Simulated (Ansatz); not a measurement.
# C2H7NSi: a ladder of functionals and wavefunction methods

How much do the methods differ for C2H7NSi? The plan is to run it at one geometry with functionals of several rungs and with coupled cluster. The yardstick is the atomisation energy at the CCSD(T) limit.

The runs use Ansatz 0.2.0, Gaussian basis; functionals in def2-TZVPP, the program's frozen cores in correlated methods.

The runs, in order: LDA (SPW92), PBE-D4, revPBE-D4, BLYP-D4, r2SCAN-D4, B97M-V, PBE0-D4, B3LYP-D4, r2SCANh-D4, r2SCAN0-D4, HSE06-D4, BHLYP-D4, CAM-B3LYP-D4, LC-ωPBE, ωB97X-V, ωB97M-V, B2PLYP, PBE-QIDH; CCSD(T)/def2-SVP; CCSD(T)/def2-TZVPP; MP2/def2-QZVPP; extrapolation to the limit; RPA on PBE.

### 1 The geometry

All runs share one geometry, relaxed beforehand with PBE0-D4 in a triple-zeta def2 set.

SMILES `C1C[SiH2]N1`, 11 atoms, charge 0, spin multiplicity 1.

Atoms are counted from 1 here; the program's logs count them from 0.

Bond lengths: C1–C2 1.554 Å, C1–N4 1.466 Å, C1–H5 1.097 Å, C1–H6 1.096 Å, C2–Si3 1.883 Å, C2–H7 1.089 Å, C2–H8 1.090 Å, Si3–N4 1.715 Å, Si3–H9 1.495 Å, Si3–H10 1.492 Å, N4–H11 1.003 Å. Angles: C2–C1–N4 98.7°, C2–C1–H5 111.4°, C2–C1–H6 112.9°, N4–C1–H5 113.2°, N4–C1–H6 112.8°, H5–C1–H6 107.9°, C1–C2–Si3 86.1°, C1–C2–H7 114.2°, C1–C2–H8 113.1°, Si3–C2–H7 117.6°, Si3–C2–H8 115.5°, H7–C2–H8 108.9°, C2–Si3–N4 79.0°, C2–Si3–H9 116.8°, C2–Si3–H10 119.5°, N4–Si3–H9 117.8°, N4–Si3–H10 116.7°, H9–Si3–H10 106.0° and more.

### 2 LDA

This LDA is Slater exchange with PW92 correlation.

in.yaml

```yaml
crystal:
  periodic: [false, false, false]
  atoms:
    - {symbol: C, position_ang: [-0.842732, 0.047988, -0.700582]}
    - {symbol: C, position_ang: [0.093795, -1.076430, -0.177453]}
    - {symbol: Si, position_ang: [0.926415, 0.268765, 0.843798]}
    - {symbol: N, position_ang: [-0.392312, 1.135693, 0.172636]}
    - {symbol: H, position_ang: [-0.670253, 0.249775, -1.764931]}
    - {symbol: H, position_ang: [-1.905519, -0.187487, -0.571066]}
    - {symbol: H, position_ang: [0.685255, -1.560641, -0.952899]}
    - {symbol: H, position_ang: [-0.432621, -1.840399, 0.394088]}
    - {symbol: H, position_ang: [2.306376, 0.670974, 0.431679]}
    - {symbol: H, position_ang: [0.960837, 0.146168, 2.330052]}
    - {symbol: H, position_ang: [-0.664040, 2.088694, 0.015380]}
basis:
  gaussian: {orbitals: def2-TZVPP}
hamiltonian: {xc: lda}
output: {orbitals: {seedname: orbitals}}
```

Launch:

```console
$ ansatz run in.yaml --threads 2 --pin off --events-out ev --progress --plain --max-ram 4352MiB
```

The runs that follow: PBE-D4 (GGA); revPBE-D4 (GGA); BLYP-D4 (GGA); r2SCAN-D4 (meta-GGA); B97M-V (meta-GGA); PBE0-D4 (hybrid); B3LYP-D4 (hybrid); r2SCANh-D4 (hybrid); r2SCAN0-D4 (hybrid); HSE06-D4 (hybrid); BHLYP-D4 (hybrid); CAM-B3LYP-D4 (range-separated); LC-ωPBE (range-separated); ωB97X-V (range-separated); ωB97M-V (range-separated); B2PLYP (double hybrid); PBE-QIDH (double hybrid); CCSD(T) in def2-SVP; CCSD(T) in def2-TZVPP; MP2 in def2-QZVPP; RPA on PBE orbitals.

Q: Predict the results of all the runs planned. Wanted: atomisation energy, CCSD(T)/CBS; farthest beyond LDA; mean size of error, GGA; mean size of error, meta-GGA; mean size of error, hybrid; mean size of error, range-separated; mean size of error, double hybrid; gap, smallest and largest; T1 diagnostic.

The runs gave:

| quantity | value |
| --- | --- |
| atomisation energy, CCSD(T)/CBS | 960.5 kcal/mol |
| functionals within 4.8 kcal/mol (0.5 %) | BLYP-D4, r2SCAN-D4, B97M-V, PBE0-D4, B3LYP-D4, HSE06-D4, LC-ωPBE, ωB97M-V, PBE-QIDH |
| farthest beyond LDA | BHLYP-D4 (-21.3 kcal/mol) |
| mean size of error, GGA | 7.9 kcal/mol |
| mean size of error, meta-GGA | 1.5 kcal/mol |
| mean size of error, hybrid | 7.6 kcal/mol |
| mean size of error, range-separated | 4.2 kcal/mol |
| mean size of error, double hybrid | 7.3 kcal/mol |
| gap, smallest and largest | 4.48 eV (LDA (SPW92)), 11.66 eV (LC-ωPBE) |
| T1 diagnostic | 0.0100 |
| triples share of the correlation energy | 3.9 % |

**Reading.** The LDA atomisation energy is off by 131.6 kcal/mol (14 %): it overbinds. PBE-D4 is off by +15.3 kcal/mol. Double hybrids carry the basis error of their MP2 part in triple zeta, and no dispersion term here, so their miss is partly the set-up's. The rungs meta-GGA, range-separated miss on average by less than the doubt on the reference (4.8 kcal/mol), so they tie. Misses under about 4.8 kcal/mol are within the doubt on the reference itself, which lacks core-valence correlation, relativity and higher excitations. Hartree-Fock recovers 73 % of the binding; the rest is correlation. CCSD(T) in def2-SVP is off by -56.5 kcal/mol, so the small basis spoils what the method gains. Orbital gaps span 4.5 to 11.7 eV; exact exchange widens them.
